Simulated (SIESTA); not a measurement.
The system is HfB.

```
Hf B
1.0
     0.00000    2.31000    2.31000
     2.31000    0.00000    2.31000
     2.31000    2.31000    0.00000
Hf B
1 1
Direct
  0.50000 0.50000 0.50000
  0.00000 0.00000 0.00000
```

- Program: SIESTA 5.4.2
- Task: relaxation of cell and atoms
- Functional: APBE
- Potentials or basis: PseudoDojo 0.4 standard (PBE files)
- Basis: DZP (energy shift 0.002 Ry)
- Grid cutoff: 1200 Ry
- Energy shift: 0.002 Ry
- k mesh: 8 × 8 × 8
- Occupations: fermi-dirac, width 0.05 eV
- Spin: no spin polarisation

At the start: pressure 33.8 GPa; volume 12.33 Å³/atom.

Task: How do energy, volume and symmetry change on relaxing?

Result: Over 5 steps the energy falls by 183.9 meV/atom and the volume is 14.31 Å³/atom (+16.1 %); space group Fm-3m (No. 225, to 0.05 Å).

The path:
```csv
step,energy change (eV),largest force (eV/Å),pressure (GPa),volume (Å³)
1,0.0000,0.0000,33.84,24.65
2,-0.0635,0.0000,30.10,24.97
3,-0.3610,0.0000,3.83,28.00
4,-0.3678,0.0000,0.15,28.59
5,-0.3678,0.0000,0.00,28.61
```

Final structure:
```
Hf B
1.0
     0.00000    2.42761    2.42761
     2.42761    0.00000    2.42761
     2.42761    2.42761    0.00000
Hf B
1 1
Direct
  0.50000 0.50000 0.50000
  0.00000 0.00000 0.00000
```

Caveat: semicore shells carry a single zeta, which can move pressures by several GPa and volumes by a few percent; the volume moved by over 15 % at a fixed basis, so the end points are rough; the potentials were made for another functional, which shifts forces and pressure; the volume moved by +16 % from the deposited cell, more than functionals usually miss; the basis of atomic orbitals isn't converged, which shifts pressures, moduli and gaps.
